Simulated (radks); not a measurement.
# The Coulomb parameter U of the 4d shell of Rh⁺

An exercise on one series of results from a longer session: the logs are not shown, and one member is left open.

Program: radks (a radial shooting solver on a logarithmic mesh, Libxc functionals) version 1. Level of theory: scalar-relativistic Kohn-Sham, r2SCAN, spin-unpolarised, spherical densities, finite nucleus. These are calculated values, not measurements, unless marked.

## Starting point

```
element            : rhodium (Z = 45)
charge             : +1
electrons          : 44
configuration      : [Kr] 4d6.5 5s1.5
nuclear rms radius : 4.4945 fm
```

The first run:

Settings of this run:

```text
Z 45
configuration [Kr] 4d6.5 5s1.5
relativity scalar-relativistic
functional r2scan,r2scan
spin unpolarised
nucleus finite rms 4.4945 fm
c 137.035999084
```

Steps of the session up to this table: Start: [Kr] 4d6.5 5s1.5.

One of the session's tables, all rows but one given; the rest of the session is left out.

It belongs to the step «Start: [Kr] 4d6.5 5s1.5». Radial moments (bohr):

| level | <r> | outermost maximum (interpolated) | 90 % within | nodes |
| --- | --- | --- | --- | --- |
| 2p | 0.1237 | 0.0958 | 0.201 | 0 |
| 3s | 0.3897 | 0.351 | 0.574 | 2 |
| 3p | 0.3899 | 0.344 | 0.587 | 1 |
| 3d | ? | ? | ? | ? |
| 4s | 0.9788 | 0.882 | 1.42 | 3 |
| 4p | 1.074 | 0.942 | 1.59 | 2 |
| 4d | 1.445 | 1.12 | 2.29 | 1 |
| 5s | 2.804 | 2.43 | 4.11 | 4 |

**Question.** Estimate the row for 3d.

The run gave: <r>: 0.3703; outermost maximum (interpolated): 0.292; 90 % within: 0.587; nodes: 0. In the column «<r>» it lies between 2p (0.1237) and 3s (0.3897).
